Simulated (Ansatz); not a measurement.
# SiAsH+ (doublet): wave-function methods side by side, cc-pVDZ

Aim: climb from Hartree-Fock through coupled cluster and multireference methods for SiAsH+ (doublet) at one geometry and basis, and see what each rung misses.

The runs use Ansatz 0.2.0, Gaussian basis; cc-pVDZ, core rule «outside noble gas», up to 19 orbitals frozen.

Plan: UHF; CCSD(T) on ROHF; CCSD(T) on UHF; BCCD(T) on ROHF; CISD as a restricted active space (open shells left free, so some higher excitations enter); CCSDT(Q) on ROHF; CCSDT(Q) on UHF; CCSDTQ on ROHF; CCSDTQ on UHF; CASSCF and MRCISD+Q, 9 electrons in 9 orbitals; CASSCF and NEVPT2, 9 electrons in 9 orbitals.

6 further runs of the same task are left out: 6 set aside as unsound or not needed. Runs told in other sessions of the task aren't counted.

### Step 1. The system

The geometry is a PBE0/def2-TZVP stationary point (not a proven minimum) of the parent state, kept for this charge and spin. No spin-orbit coupling is included. The filled d shell of As may be among the frozen orbitals whatever the setting's name suggests.

3 atoms, charge 1, spin multiplicity 2.

Atoms are counted from 1 here; the program's logs count them from 0.

Bond lengths: Si1–As2 2.196 Å, Si1–H3 1.512 Å. Angles: As2–Si1–H3 116.7°.

### Step 2. UHF

File in.yaml:

```yaml
crystal:
  periodic: [false, false, false]
  atoms:
    - {symbol: Si, position_ang: [0.000000, -0.104364, 1.571806]}
    - {symbol: As, position_ang: [0.000000, 0.022917, -0.620554]}
    - {symbol: H, position_ang: [0.000000, 1.204585, 2.329445]}
basis:
  gaussian: {orbitals: cc-pVDZ}
total_charge: 1
magnetization: {spin_polarized: true, initial_magnetization: 1}
hamiltonian: {xc: hf}
output: {orbitals: {seedname: orbitals}}
```

Run with:

```console
$ ansatz run in.yaml --threads 1 --pin off --events-out ev --progress --plain --max-ram 4096MiB --backend cpu
```

Further steps of the session: CCSD(T) on ROHF; CCSD(T) on UHF; BCCD(T) on ROHF; CISD as a restricted active space (open shells left free, so some higher excitations enter); CCSDT(Q) on ROHF; CCSDT(Q) on UHF; CCSDTQ on ROHF; CCSDTQ on UHF; CASSCF and MRCISD+Q, 9 electrons in 9 orbitals; CASSCF and NEVPT2, 9 electrons in 9 orbitals.

**Question.** What will the summary of the whole plan be? Wanted: UCCSDTQ from the RHF energy; RMP2 from UCCSDTQ; UMP2 from UCCSDTQ; RCCSD from UCCSDTQ; RCCSD(T) from UCCSDTQ; UCCSD(T) from UCCSDTQ; RCCSDT(Q) from UCCSDTQ; UCCSDT(Q) from UCCSDTQ; NEVPT2 valence from UCCSDTQ.

The runs gave:

```
                         quantity                                                            value
      UCCSDTQ from the ROHF energy                                                       -5.6429 eV
                RMP2 from UCCSDTQ                                                  +31.61 kcal/mol
                UMP2 from UCCSDTQ                                                  +32.34 kcal/mol
               RCCSD from UCCSDTQ                                                   +8.31 kcal/mol
            RCCSD(T) from UCCSDTQ                                                   +1.83 kcal/mol
            UCCSD(T) from UCCSDTQ                                                   +3.32 kcal/mol
           RCCSDT(Q) from UCCSDTQ                                                   -0.01 kcal/mol
           UCCSDT(Q) from UCCSDTQ                                                   -0.02 kcal/mol
      NEVPT2 valence from UCCSDTQ                                                  +17.83 kcal/mol
    MRCISD+Q valence from UCCSDTQ                                                   +0.17 kcal/mol
levels within 1 kcal/mol (43 meV)  RCCSDT, UCCSDT, RCCSDT(Q), UCCSDT(Q), RCCSDTQ, MRCISD+Q valence
                    T1 diagnostic                                                            0.053
   effectively unpaired electrons                                                             1.30
```

What this shows: RCCSD(T) lands +1.83 kcal/mol from the yardstick (1.4 % of the correlation energy). CCSD(T) misses by +1.83 kcal/mol on the restricted determinant and by +3.32 kcal/mol on the unrestricted one; the two need not hold the same state or core. The occupations show static correlation (1.30 effectively unpaired electrons where one determinant has 1). Of the multireference levels listed MRCISD+Q valence comes nearest in total energy (+0.17 kcal/mol), which doesn't show that its space is the better one. These misses are within one basis, not against nature; the frozen cores of restricted and unrestricted runs differ, which can shift their rows.

With open shells the CI space here admits some higher excitations, so it is larger than plain CISD.
